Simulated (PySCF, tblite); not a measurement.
# C₃H₆NSi₂ radical: geometry, infrared bands and EPR parameters

What infrared bands and EPR parameters should C₃H₆NSi₂ radical (`N#C[C@@H]1[SiH]C[SiH2]1`) show?

Computed with tblite 0.8.0 and PySCF 2.14.0, with density-fitted response routines of our own, on a single molecule in the gas phase. Atoms count from 0, in the outputs and in this text.

### 1 Starting geometry

12 atoms, charge 0, multiplicity 2; geometry from: force field or distance geometry start.

Bonds of the start (Å): N0–C1 1.16, C1–C2 1.44, C2–Si3 1.89, Si3–C4 1.89, C4–Si5 1.88, Si5–C2 1.87, C2–H6 1.12, Si3–H7 1.46, C4–H8 1.10, C4–H9 1.10, Si5–H10 1.46, Si5–H11 1.46.

### 2 Geometry optimisation with GFN2-xTB

What the job is given:

```
{"job": {"kind": "relax", "xc": "GFN2-xTB", "basis": "xTB"}, "charge": 0, "multiplicity": 2}
N      1.095300    -3.133600    -0.551100
C      0.692800    -2.129000    -0.144300
C      0.228100    -0.878400     0.389100
Si    -1.372800    -0.232600    -0.392500
C     -0.665300     1.457800     0.054200
Si     0.989900     0.663400    -0.340600
H      0.118400    -0.833000     1.503800
H     -2.592200    -0.574600     0.331900
H     -0.796200     1.611700     1.131000
H     -0.961800     2.271200    -0.619300
H      2.122100     1.206700     0.399800
H      1.142900     0.569700    -1.788000
```

Run with:

```bash
> OMP_NUM_THREADS=1 python probes_run.py task.json out
```

One launch serves the whole session: the jobs run in the order shown.

Output:

```text
step      E/eV     max force
  0    -427.45160    2.333
  1    -427.60080    1.407
  2    -427.61940    4.295
  3    -427.73148    1.132
  4    -427.79086    1.084
  5    -427.82161    0.610
  6    -427.83165    0.457
  7    -427.85148    0.637
  8    -427.86431    0.713
  9    -427.87430    0.437
 10    -427.88087    0.197
 11    -427.88589    0.372
 12    -427.89144    0.485
 13    -427.89604    0.332
 14    -427.89892    0.136
 15    -427.90087    0.175
 16    -427.90278    0.299
 17    -427.90529    0.312
 18    -427.90844    0.191
 19    -427.91214    0.181
 20    -427.91619    0.282
 21    -427.92029    0.354
 22    -427.92411    0.248
 23    -427.92797    0.186
 24    -427.93261    0.355
 25    -427.93794    0.438
 26    -427.94283    0.302
 27    -427.94692    0.168
 28    -427.95129    0.271
 29    -427.95658    0.403
 30    -427.96132    0.331
 31    -427.96462    0.161
 32    -427.96735    0.173
 33    -427.97065    0.337
 34    -427.97450    0.403
 35    -427.97765    0.330
 36    -427.98056    0.186
 37    -427.98265    0.127
 38    -427.98481    0.114
 39    -427.98647    0.144
 40    -427.98844    0.135
 41    -427.99011    0.114
 42    -427.99154    0.094
 43    -427.99275    0.121
 44    -427.99372    0.120
 45    -427.99513    0.128
 46    -427.99669    0.128
 47    -427.99810    0.112
 48    -427.99935    0.123
 49    -428.00038    0.098
 50    -428.00117    0.067
 51    -428.00183    0.076
 52    -428.00236    0.073
 53    -428.00269    0.118
 54    -428.00310    0.070
 55    -428.00341    0.082
 56    -428.00368    0.084
 57    -428.00388    0.049
 58    -428.00401    0.029
 59    -428.00408    0.019
 60    -428.00412    0.019
 61    -428.00417    0.018
 62    -428.00421    0.024
 63    -428.00428    0.025
 64    -428.00434    0.021
 65    -428.00439    0.016
 66    -428.00442    0.014
 67    -428.00444    0.013
 68    -428.00446    0.011
 69    -428.00447    0.015
 70    -428.00448    0.008
```

It took 1.1 s on 1 thread of Intel Xeon at 2.50GHz, shared host.

The steps of the relaxation: (not every step is listed)

| step | energy from step 0 (eV) | largest force (eV/Å) |
| --- | --- | --- |
| 0 | 0.0000 | 2.3334 |
| 1 | -0.1492 | 1.4074 |
| 2 | -0.1678 | 4.2952 |
| 3 | -0.2799 | 1.1315 |
| 4 | -0.3393 | 1.0844 |
| 5 | -0.3700 | 0.6099 |
| 6 | -0.3801 | 0.4569 |
| 7 | -0.3999 | 0.6374 |
| 8 | -0.4127 | 0.7126 |
| 13 | -0.4444 | 0.3318 |
| 18 | -0.4568 | 0.1912 |
| 23 | -0.4764 | 0.1857 |
| 28 | -0.4997 | 0.2711 |
| 33 | -0.5190 | 0.3370 |
| 38 | -0.5332 | 0.1138 |
| 43 | -0.5412 | 0.1211 |
| 48 | -0.5478 | 0.1233 |
| 53 | -0.5511 | 0.1178 |
| 58 | -0.5524 | 0.0291 |
| 63 | -0.5527 | 0.0254 |
| 65 | -0.5528 | 0.0157 |
| 66 | -0.5528 | 0.0144 |
| 67 | -0.5528 | 0.0134 |
| 68 | -0.5529 | 0.0110 |
| 69 | -0.5529 | 0.0147 |
| 70 | -0.5529 | 0.0081 |

Distances of close pairs at the start and the end, largest changes first:

| bond | before (Å) | after (Å) | change (Å) |
| --- | --- | --- | --- |
| C2–Si5 | 1.868 | 1.940 | +0.072 |
| C2–Si3 | 1.895 | 1.957 | +0.062 |
| Si3–C4 | 1.886 | 1.929 | +0.043 |
| C4–Si5 | 1.878 | 1.918 | +0.040 |
| C2–H6 | 1.121 | 1.092 | -0.029 |
| C1–C2 | 1.437 | 1.411 | -0.026 |
| Si3–H7 | 1.459 | 1.471 | +0.012 |
| C4–H9 | 1.097 | 1.087 | -0.010 |

The end geometry stands in the next job.

### 3 Harmonic vibrations with GFN2-xTB

What the job is given:

```
{"job": {"kind": "ir", "xc": "GFN2-xTB", "basis": "xTB"}, "charge": 0, "multiplicity": 2}
N      0.901828    -2.927031    -1.203762
C      0.599910    -2.081647    -0.487805
C      0.219909    -1.014918     0.353995
Si    -1.583752    -0.296953     0.107169
C     -0.760427     1.403488    -0.283364
Si     1.012954     0.696804    -0.099582
H      0.398205    -1.316428     1.388039
H     -2.377550    -0.371481     1.343251
H     -1.014829     2.179093     0.436490
H     -0.979165     1.814984    -1.265485
H      1.787955     1.246586     1.013602
H      1.796161     0.666818    -1.328575
```

Output:

```text
mode    cm-1     km/mol
  1      45.2      0.87
  2     126.9      5.33
  3     166.8      3.55
  4     341.8      0.94
  5     416.3     10.34
  6     433.2      2.39
  7     457.1     29.44
  8     466.6     16.62
  9     497.8      8.40
 10     519.3     12.82
 11     580.9     10.61
 12     653.9     76.99
 13     670.1     83.31
 14     681.6    121.91
 15     701.3    158.66
 16     747.9    236.19
 17     775.0    212.56
 18     911.6     15.16
 19     949.0     18.54
 20    1066.8     23.82
 21    1073.8     33.78
 22    1164.2    107.83
 23    1459.6      3.74
 24    2161.5    409.76
 25    2261.5    393.60
 26    2316.2    268.83
 27    2371.4    472.01
 28    2940.0     21.03
 29    2989.4     27.17
 30    3012.6     12.26
```

Run time: 0.88 s. Hardware: 1 thread of Intel Xeon at 2.50GHz, shared host.

Which atoms move in the most intense modes:

| cm⁻¹ | km/mol | atoms |
| --- | --- | --- |
| 682 | 121.9 | C2 41 %, Si3 13 %, H6 12 % |
| 701 | 158.7 | C2 30 %, C4 15 %, Si5 13 % |
| 748 | 236.2 | C4 36 %, H10 18 %, H11 16 %, Si5 12 % |
| 775 | 212.6 | H10 38 %, H11 33 %, C4 12 %, Si5 11 % |
| 2162 | 409.8 | H7 97 % |
| 2262 | 393.6 | H10 95 % |
| 2316 | 268.8 | H11 95 % |
| 2371 | 472.0 | C1 60 %, N0 38 % |

### 4 EPR parameters: B3LYP/pcH-1

The job, as its differences from that of step 3:

```diff
@@ -1,2 +1,2 @@
-{"job": {"kind": "ir", "xc": "GFN2-xTB", "basis": "xTB"}, "charge": 0, "multiplicity": 2}
+{"job": {"kind": "epr", "basis": "pcH-1"}, "charge": 0, "multiplicity": 2}
 N      0.901828    -2.927031    -1.203762
```

Method: UKS B3LYP, pcH-1 on C H N Si, non-relativistic, mean-field spin-orbit, GIAO.

Output:

```text
UKS, coarse grid
  cycle   1  E = -751.54208842  |g| = 4.48e-01
  cycle   2  E = -751.34533967  |g| = 7.85e-01
  cycle   3  E = -751.62343076  |g| = 1.85e-01
  cycle   4  E = -751.63718278  |g| = 5.01e-02
  cycle   5  E = -751.63834273  |g| = 1.43e-02
  cycle   6  E = -751.63845044  |g| = 2.75e-03
  cycle   7  E = -751.63845506  |g| = 1.17e-03
  cycle   8  E = -751.63845594  |g| = 3.71e-04
UKS, final grid
  cycle   1  E = -751.63848329  |g| = 4.91e-04
  cycle   2  E = -751.63848314  |g| = 7.63e-04
  cycle   3  E = -751.63848341  |g| = 1.35e-04
  cycle   4  E = -751.63848341  |g| = 2.79e-05
E = -751.63848341 Eh   <S^2> = 0.7513 (exact 0.7500)
g shifts (ppm)      1          2          3
  rmc          -138       -138       -138
  gc             51         24         54
  oz_so        -518        402       2372
  total        -604        289       2289
hyperfine (MHz)  atom isotope    a_iso     a_fc   dipolar eigenvalues
    0   14N      -0.06      -0.06     -0.34     -0.02      0.36
    1   13C      11.61      11.61     -1.30     -1.02      2.32
    2   13C       9.03       8.98     -5.69     -4.83     10.52
    3  29Si    -560.94    -561.98   -166.85     82.35     84.50
    4   13C      15.61      15.56     -6.92     -5.98     12.90
    5  29Si     -13.12     -13.13     -1.86      0.82      1.04
    6    1H      17.30      17.29     -4.35      0.34      4.01
    7    1H      81.04      81.03     -8.64      0.83      7.81
    8    1H      22.65      22.64     -4.68      0.26      4.42
    9    1H      23.15      23.15     -5.23     -3.32      8.54
   10    1H       9.16       9.16     -0.98     -0.88      1.86
   11    1H      10.41      10.41     -1.18     -0.78      1.96
```

It took 1.7 min on 1 thread of Intel Xeon at 2.50GHz, shared host; peak memory 0.88 GiB.

Principal g values 2.00171, 2.00261, 2.00461; g(iso) = 2.00298, against 2.00232 for a free electron.

Hyperfine couplings, nucleus by nucleus at this fixed geometry (no averaging over rotations):

| nuclei | isotope | a(iso) (MHz) | a(iso) (G, at g = 2.0023) | largest dipolar term (MHz) |
| --- | --- | --- | --- | --- |
| Si3 | 29Si | -560.9 | -200.2 | -166.8 |
| H7 | 1H | 81.0 | 28.9 | -8.6 |
| H9 | 1H | 23.2 | 8.3 | 8.5 |
| H8 | 1H | 22.7 | 8.1 | -4.7 |
| H6 | 1H | 17.3 | 6.2 | -4.3 |
| C4 | 13C | 15.6 | 5.6 | 12.9 |
| Si5 | 29Si | -13.1 | -4.7 | -1.9 |
| C1 | 13C | 11.6 | 4.1 | 2.3 |
| H11 | 1H | 10.4 | 3.7 | 2.0 |
| H10 | 1H | 9.2 | 3.3 | 1.9 |
| C2 | 13C | 9.0 | 3.2 | 10.5 |
| N0 | 14N | -0.1 | 0.0 | 0.4 |

Mulliken spin populations:

| atom | value (e) |
| --- | --- |
| N0 | 0.00 |
| C1 | 0.00 |
| C2 | 0.03 |
| Si3 | 0.89 |
| C4 | 0.03 |
| Si5 | 0.00 |
| H6 | 0.00 |
| H7 | 0.03 |
| H8 | 0.01 |
| H9 | 0.00 |
| H10 | 0.01 |
| H11 | 0.01 |

In first order the couplings over 0.8 MHz of 1H give 64 distinct lines over 58.4 G.

The fields below are evaluated on a grid from the run's orbitals.

ELF in a plane through or near 4 of the atoms.

Ten even steps from ' ' (0.00) to '@' (1.00):
```
                                                        
                                                        
                                                        
                      --**##++::                        
                    ==@@@@@@@@##::                      
                    ==@@@@@@@@@@--                      
                      ##@@@@@@##--..                    
      ..::------::..  ..++--..::**++::..                
      --++**++****==....--....==@@##==--::..            
    ..++######%%++==**==**==::####--==####++..          
    ..++######%%....%%****++::**##..++%%%%##--          
      ::==++**##********%%**  ::%%%%++++++==..          
        ::----====--::++%%..##**::**--....              
            ....      --==  ==::::--..                  
                      ..--++##%%%%++..                  
                        ::==##%%%%++..                  
                          ..--====::                    
                              ....                      
                                                        
                                                        
```
The map spans 11.5 Å across and 10.5 Å up, centred on the molecule. Atoms in the plane (x, y in Å): C1 (-2.2, -0.2), Si3 (0.4, -1.5), C4 (1.6, 0.0), H11 (-0.2, 2.2).

log10 of the density (e/Å³) in the same plane.

Ten even steps from '0' (-4.0) to '9' (1.5):
```
0000000000000000000000000000
0000000000000000000000000000
0000000000112221100000000000
0000000001223333210000000000
0000000012345554321100000000
0000001122456765432210000000
0001233333456776544322100000
0013444444456666655433210000
0124556665556666666544320000
0134567777666666787655321000
0134567788776666787765321000
0124556666666667766554320000
0013445555566799665443210000
0001233334455687654332100000
0000011222345566654321000000
0000000001234455543210000000
0000000000123344432100000000
0000000000012223221100000000
0000000000000111110000000000
0000000000000000000000000000
```
The map spans 11.5 Å across and 10.5 Å up, centred on the molecule. Atoms in the plane (x, y in Å): C1 (-2.2, -0.2), Si3 (0.4, -1.5), C4 (1.6, 0.0), H11 (-0.2, 2.2).

On the surface of density 0.002 e/bohr³ the electrostatic potential runs, from the 1st to the 99th percentile, from -2.07 V near N0 to 1.64 V near H6.

The spin density lies nearest to Si3 70 %; H7 11 %.

### 5 What came out

| quantity | value |
| --- | --- |
| strongest single infrared mode (GFN2-xTB) | 2371 cm⁻¹, 472 km/mol |
| zero-point energy (GFN2-xTB) | 47.1 kcal/mol |
| g(iso) (B3LYP) | 2.00298 |
| ⟨S²⟩ | 0.751 (exact 0.75) |
| largest a(iso) | 29Si on Si3, -560.9 MHz |
| surface potential, 1st and 99th percentile | -2.07 V and 1.64 V |

In words: Relaxing lowered the energy by 0.553 eV in 70 steps; the close pair that moved most is C2–Si5, from 1.868 to 1.940 Å. All 30 modes are real, so the xTB geometry is a minimum. The strongest single mode, at 2371 cm⁻¹, moves mainly C1 and N0. GFN2-xTB is a fitted tight-binding method: band positions and strengths are rough. Its intensities can rank the bands wrongly. Si3 carries the largest spin population, 0.89 e. The isotropic g lies 0.7 ppt above the free-electron value.
